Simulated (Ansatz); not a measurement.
# H2Br (doublet): wave-function methods side by side at distance Br1–H2 along a hydrogen transfer = 1.603 Å, cc-pVDZ

How much of the correlation energy of H2Br (doublet) does each wave-function method recover here?

Program: Ansatz 0.2.0, Gaussian basis. Level of theory: cc-pVDZ, core rule «outside noble gas», up to 14 orbitals frozen. These are calculated values, not measurements.

To be run: UHF; CCSD(T) on ROHF; CCSD(T) on UHF; BCCD(T) on ROHF; CISD; CCSDT(Q) on ROHF; CCSDT(Q) on UHF; CISDTQ; CCSDTQ on ROHF; CCSDTQ on UHF; CASSCF and MRCISD+Q, 3 electrons in 3 orbitals; CASSCF and NEVPT2, 3 electrons in 3 orbitals; CASSCF and MRCISD+Q, 9 electrons in 6 orbitals; CASSCF and NEVPT2, 9 electrons in 6 orbitals; Full CI.

### 1 The geometry

The geometry derives from fragments relaxed apart (PBE0/def2-TZVP) and kept rigid, so it is no stationary point. A hydrogen atom is moved between rigid fragments. No spin-orbit coupling is included. The filled d shell of Br may be among the frozen orbitals whatever the setting's name suggests; the logs give the count.

3 atoms, charge 0, spin multiplicity 2.

Atoms are counted from 1 here; the program's logs count them from 0.

Bond lengths: Br1–H2 1.603 Å.

### 2 UHF

in.yaml reads:

```yaml
crystal:
  periodic: [false, false, false]
  atoms:
    - {symbol: Br, position_ang: [0.000000, 0.000000, -1.468667]}
    - {symbol: H, position_ang: [0.000000, 0.000000, 0.134333]}
    - {symbol: H, position_ang: [0.000000, 0.000000, 1.334333]}
basis:
  gaussian: {orbitals: cc-pVDZ}
magnetization: {spin_polarized: true, initial_magnetization: 1}
hamiltonian: {xc: hf}
output: {orbitals: {seedname: orbitals}}
```

Run with:

```
$ ansatz run in.yaml --threads 1 --pin off --events-out ev --progress --plain --max-ram 4096MiB --backend cpu
```

The runs that follow: CCSD(T) on ROHF; CCSD(T) on UHF; BCCD(T) on ROHF; CISD; CCSDT(Q) on ROHF; CCSDT(Q) on UHF; CISDTQ; CCSDTQ on ROHF; CCSDTQ on UHF; CASSCF and MRCISD+Q, 3 electrons in 3 orbitals; CASSCF and NEVPT2, 3 electrons in 3 orbitals; CASSCF and MRCISD+Q, 9 electrons in 6 orbitals; CASSCF and NEVPT2, 9 electrons in 6 orbitals; Full CI.

Before running them: what should the planned runs give, taken together? Wanted: FCI below the RHF energy; RMP2 from FCI; UMP2 from FCI; RCCSD from FCI; RCCSD(T) from FCI; UCCSD(T) from FCI; RCCSDT(Q) from FCI; UCCSDT(Q) from FCI; NEVPT2 pair from FCI.

**Answer**, as computed:

| quantity | value |
| --- | --- |
| FCI below the RHF energy | -4.3409 eV |
| RMP2 from FCI | +60.5 kJ/mol |
| UMP2 from FCI | +60.3 kJ/mol |
| RCCSD from FCI | +8.9 kJ/mol |
| RCCSD(T) from FCI | +1.8 kJ/mol |
| UCCSD(T) from FCI | +1.7 kJ/mol |
| RCCSDT(Q) from FCI | +0.1 kJ/mol |
| UCCSDT(Q) from FCI | 0.0 kJ/mol |
| NEVPT2 pair from FCI | +45.7 kJ/mol |
| NEVPT2 valence from FCI | +76.6 kJ/mol |
| MRCISD+Q valence from FCI | 0.0 kJ/mol |
| levels within 1 kcal/mol (43 meV) | RCCSD(T), UCCSD(T), BCCD(T), RCCSDT, UCCSDT, CISDTQ, RCCSDT(Q), UCCSDT(Q), RCCSDTQ, UCCSDTQ, MRCISD+Q valence |
| T1 diagnostic | 0.032 |
| effectively unpaired electrons | 1.04 |

**Reading.** RCCSD(T) lands +1.8 kJ/mol from the yardstick (0.4 % of the correlation energy). One determinant dominates. Of the multireference levels listed MRCISD+Q valence comes nearest in total energy (0.0 kJ/mol), which doesn't show that its space is the better one. These misses are within one basis, not against nature; the frozen cores of restricted and unrestricted runs differ, which can shift their rows.
